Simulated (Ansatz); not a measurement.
**Al4Pt: one candidate of a structure search**

Where does this trial cell of Al4Pt go when cell and atoms are let free?

Method: DFT PBE, scalar-relativistic, plane waves, PAW, in Ansatz 0.2.0.

## (1) The starting structure

The structure is cubic, space group Pm-3m (No. 221). Conventional cell: a = 4.123 Å, b = 4.123 Å, c = 4.123 Å, α = 90.00°, β = 90.00°, γ = 90.00°. Around Al (site symmetry 4/mmm) lie 2 Pt at 2.06 Å. Around Al (site symmetry m-3m) lie 12 Al at 2.92 Å. Pt (site symmetry m-3m) is surrounded by 6 Al at 2.06 Å.

As a file:

```cif
data_structure
_symmetry_space_group_name_H-M 'Pm-3m'
_symmetry_Int_Tables_number 221
_cell_length_a 4.1226
_cell_length_b 4.1226
_cell_length_c 4.1226
_cell_angle_alpha 90.000
_cell_angle_beta 90.000
_cell_angle_gamma 90.000
_cell_volume 70.07
loop_
_atom_site_label
_atom_site_type_symbol
_atom_site_symmetry_multiplicity
_atom_site_Wyckoff_symbol
_atom_site_fract_x
_atom_site_fract_y
_atom_site_fract_z
_atom_site_occupancy
Al1 Al 3 c 0.00000 0.50000 0.50000 1
Al2 Al 1 a 0.00000 0.00000 0.00000 1
Pt1 Pt 1 b 0.50000 0.50000 0.50000 1
```

A structure generator made this guess: species swapped into a database cell of Fe4N (Pm-3m, No. 221), with Al on the Fe sites and Pt on the N sites. Its size is a rough estimate.

## (2) Probe: one point on a coarse mesh

Contents of input.yaml:

```yaml
crystal:
  lattice:
    - [4.12260988, 0.0, 0.0]
    - [0.0, 4.12260988, 0.0]
    - [0.0, 0.0, 4.12260988]
  atoms:
    - { symbol: Al, position: [0.0, 0.5, 0.5] }
    - { symbol: Al, position: [0.5, 0.5, 0.0] }
    - { symbol: Al, position: [0.5, 0.0, 0.5] }
    - { symbol: Al, position: [0.0, 0.0, 0.0] }
    - { symbol: Pt, position: [0.5, 0.5, 0.5] }
basis:
  ecutwfc: 420
kpoints:
  mp_grid: { grid: [4, 4, 4] }
hamiltonian:
  xc: pbe
scf:
  occupations: { method: gaussian, width: 0.1 }
  lower_state_search: "off"
output:
  forces: true
  stress: true
  eigenvalues: true
```

Started as:

```
ansatz run input.yaml --threads 1 --pin off --max-ram 2560MiB --backend cpu --events-out ev --progress --plain --runs-dir out
```

The session goes on with these runs: rough relaxation on the coarse mesh; relaxation on the finer mesh.

What does the calculation give? Wanted: conventional cell; volume; energy over the elements; gap on the mesh.

**Answer**, as computed:

```
                              quantity                                                                      value
symmetry at the end (tolerance 0.05 Å)                                                space group Pm-3m (No. 221)
                     conventional cell  a = 4.782 Å, b = 4.782 Å, c = 4.782 Å, α = 90.00°, β = 90.00°, γ = 90.00°
                                volume                                                              21.87 Å³/atom
              energy over the elements                                                              -0.03 eV/atom
                       gap on the mesh                                                               none (metal)
```

In words: The space group Pm-3m (No. 221) is kept, and the volume per atom grows by 56.1 % from the first guess. The formation energy of this structure is too near zero to say whether it is bound against the elements. No finished test with a distortion of lower symmetry is shown, so the end may be a saddle point. The runs treat Pt without spin-orbit coupling.
